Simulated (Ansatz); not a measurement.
**F₂H₄SSi₂: a ladder of functionals and wavefunction methods**

The task here is to estimate one member of a computed series from the others.

The runs use Ansatz 0.2.0, Gaussian basis; functionals in def2-TZVPP, the program's frozen cores in correlated methods.

The runs, in order: LDA (SPW92), PBE-D4, revPBE-D4, BLYP-D4, r2SCAN-D4, B97M-V, PBE0-D4, B3LYP-D4, r2SCANh-D4, r2SCAN0-D4, HSE06-D4, BHLYP-D4, CAM-B3LYP-D4, LC-ωPBE, ωB97X-V, ωB97M-V, B2PLYP, PBE-QIDH; CCSD(T)/def2-SVP; CCSD(T)/def2-TZVPP; MP2/def2-QZVPP; extrapolation to the limit; RPA on PBE.

### The relaxed structure

All runs share one geometry, relaxed beforehand with PBE0-D4 in a triple-zeta def2 set.

SMILES `F[SiH2][SiH](F)S`, 9 atoms, charge 0, spin multiplicity 1.

Atoms are counted from 1 here; the program's logs count them from 0.

Bond lengths: F1–Si2 1.609 Å, Si2–Si3 2.348 Å, Si2–H6 1.485 Å, Si2–H7 1.484 Å, Si3–F4 1.603 Å, Si3–S5 2.120 Å, Si3–H8 1.483 Å, S5–H9 1.345 Å. Angles: F1–Si2–Si3 106.6°, F1–Si2–H6 108.1°, F1–Si2–H7 107.9°, Si3–Si2–H6 110.3°, Si3–Si2–H7 113.7°, H6–Si2–H7 110.0°, Si2–Si3–F4 109.4°, Si2–Si3–S5 107.7°, Si2–Si3–H8 114.5°, F4–Si3–S5 112.4°, F4–Si3–H8 107.2°, S5–Si3–H8 105.7°, Si3–S5–H9 94.3°.

The first run:

in.yaml reads:

```yaml
crystal:
  periodic: [false, false, false]
  atoms:
    - {symbol: F, position_ang: [-1.421022, 0.404669, 1.506687]}
    - {symbol: Si, position_ang: [0.171287, 0.384940, 1.277748]}
    - {symbol: Si, position_ang: [0.529310, -0.472780, -0.878085]}
    - {symbol: F, position_ang: [0.557342, -2.074492, -0.816828]}
    - {symbol: S, position_ang: [-1.017551, 0.259917, -2.128623]}
    - {symbol: H, position_ang: [0.667707, 1.781744, 1.366708]}
    - {symbol: H, position_ang: [0.776884, -0.437450, 2.355029]}
    - {symbol: H, position_ang: [1.796702, -0.036710, -1.511668]}
    - {symbol: H, position_ang: [-1.972261, 0.143963, -1.188068]}
basis:
  gaussian: {orbitals: def2-TZVPP}
hamiltonian: {xc: lda}
output: {orbitals: {seedname: orbitals}}
```

On the command line:

```
> ansatz run in.yaml --threads 4 --pin off --events-out ev --progress --plain --max-ram 10444MiB
```

Steps of the session up to this table: LDA; PBE-D4 (GGA); revPBE-D4 (GGA); BLYP-D4 (GGA); r2SCAN-D4 (meta-GGA); B97M-V (meta-GGA); B3LYP-D4 (hybrid); r2SCANh-D4 (hybrid); r2SCAN0-D4 (hybrid); HSE06-D4 (hybrid); BHLYP-D4 (hybrid); CAM-B3LYP-D4 (range-separated); LC-ωPBE (range-separated); ωB97X-V (range-separated); ωB97M-V (range-separated); B2PLYP (double hybrid); PBE-QIDH (double hybrid).

One of the session's tables, all rows but one given; the rest of the session is left out.

It belongs to the step «Frontier levels by functional». 

```
  functional  HOMO (eV)  gap (eV)
 LDA (SPW92)      -6.90      4.65
      PBE-D4      -6.77      4.79
   revPBE-D4      -6.72      4.85
     BLYP-D4      -6.60      4.78
   r2SCAN-D4      -7.06      5.35
      B97M-V      -7.17      5.29
     PBE0-D4      -7.98      6.83
    B3LYP-D4      -7.73      6.41
  r2SCANh-D4      -7.50      6.08
  r2SCAN0-D4      -8.16      7.18
    HSE06-D4      -7.58      6.06
    BHLYP-D4      -9.04      8.81
CAM-B3LYP-D4          ?         ?
     LC-ωPBE     -10.64     11.68
     ωB97X-V     -10.29     11.21
     ωB97M-V     -10.09     10.73
```

Q: Estimate the row for CAM-B3LYP-D4 from the others.

The run gave: HOMO (eV): -9.27; gap (eV): 9.17. In the column «HOMO (eV)» it lies between ωB97M-V (-10.09) and BHLYP-D4 (-9.04).
